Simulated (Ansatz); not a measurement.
# Cl₂F₂OW: one species, many methods

The task here is to estimate one member of a computed series from the others.

Computed with Ansatz 0.2.0, Gaussian basis. Level: functionals in def2-TZVPP, the program's frozen cores in correlated methods.

Plan: LDA (SPW92), PBE-D4, revPBE-D4, BLYP-D4, r2SCAN-D4, B97M-V, PBE0-D4, B3LYP-D4, r2SCANh-D4, r2SCAN0-D4, HSE06-D4, BHLYP-D4, CAM-B3LYP-D4, LC-ωPBE, ωB97X-V, ωB97M-V, B2PLYP, PBE-QIDH; CCSD(T)/def2-SVP; CCSD(T)/def2-TZVPP; MP2/def2-QZVPP; extrapolation to the limit; RPA on PBE.

### Structure used throughout

An earlier PBE0-D4 in a triple-zeta def2 set relaxation fixed the geometry. W takes the def2 core potential; no spin-orbit term is included.

SMILES `[O]=[W]([F])([F])([Cl])[Cl]`, 6 atoms, charge 0, spin multiplicity 1.

Atoms are counted from 1 here; the program's logs count them from 0.

Bond lengths: O1–W2 1.669 Å, W2–F3 1.856 Å, W2–F4 1.856 Å, W2–Cl5 2.275 Å, W2–Cl6 2.275 Å. Angles: O1–W2–F3 105.5°, O1–W2–F4 105.4°, O1–W2–Cl5 104.0°, O1–W2–Cl6 104.0°, F3–W2–F4 83.3°, F3–W2–Cl5 150.4°, F3–W2–Cl6 86.1°, F4–W2–Cl5 86.1°, F4–W2–Cl6 150.4°, Cl5–W2–Cl6 89.6°.

The first run:

in.yaml

```yaml
crystal:
  periodic: [false, false, false]
  atoms:
    - {symbol: O, position_ang: [-0.947290, -0.046756, -1.463515]}
    - {symbol: W, position_ang: [-0.060010, -0.075050, -0.050127]}
    - {symbol: F, position_ang: [-1.236060, -0.661074, 1.260226]}
    - {symbol: F, position_ang: [0.605959, -1.802147, 0.080888]}
    - {symbol: Cl, position_ang: [2.037235, 0.518855, -0.703325]}
    - {symbol: Cl, position_ang: [-0.357635, 2.002270, 0.829653]}
basis:
  gaussian: {orbitals: def2-TZVPP}
hamiltonian: {xc: lda}
output: {orbitals: {seedname: orbitals}}
```

Command:

```console
$ ansatz run in.yaml --threads 4 --pin off --events-out ev --progress --plain --max-ram 10444MiB
```

Steps of the session up to this table: LDA; PBE-D4 (GGA); revPBE-D4 (GGA); BLYP-D4 (GGA); r2SCAN-D4 (meta-GGA); B97M-V (meta-GGA); PBE0-D4 (hybrid); B3LYP-D4 (hybrid); r2SCANh-D4 (hybrid); r2SCAN0-D4 (hybrid); HSE06-D4 (hybrid); BHLYP-D4 (hybrid); CAM-B3LYP-D4 (range-separated); LC-ωPBE (range-separated); ωB97X-V (range-separated); ωB97M-V (range-separated); B2PLYP (double hybrid); PBE-QIDH (double hybrid).

One table of the session follows, with a row left open; its other results are not shown here.

It belongs to the step «Frontier levels by functional». 

```
  functional  HOMO (eV)  LUMO (eV)  gap (eV)
 LDA (SPW92)      -8.39      -5.39      3.00
      PBE-D4      -8.19      -5.13      3.06
   revPBE-D4      -8.12      -5.04      3.08
     BLYP-D4      -8.03      -5.02      3.01
   r2SCAN-D4      -8.58      -5.18      3.40
      B97M-V      -8.66      -5.14      3.52
     PBE0-D4      -9.61      -4.52      5.09
    B3LYP-D4      -9.34      -4.72      4.62
  r2SCANh-D4      -9.10      -4.93      4.17
  r2SCAN0-D4      -9.87      -4.53      5.34
    HSE06-D4      -9.21      -4.90      4.32
    BHLYP-D4     -10.89      -3.70      7.19
CAM-B3LYP-D4     -10.94      -3.47      7.47
     LC-ωPBE     -12.32      -2.32     10.00
     ωB97X-V     -11.95      -2.39      9.56
     ωB97M-V          ?          ?         ?
```

Estimate the missing values for ωB97M-V.

As computed: HOMO (eV): -11.79; LUMO (eV): -2.39; gap (eV): 9.40. In the column «HOMO (eV)» it lies between ωB97X-V (-11.95) and CAM-B3LYP-D4 (-10.94).
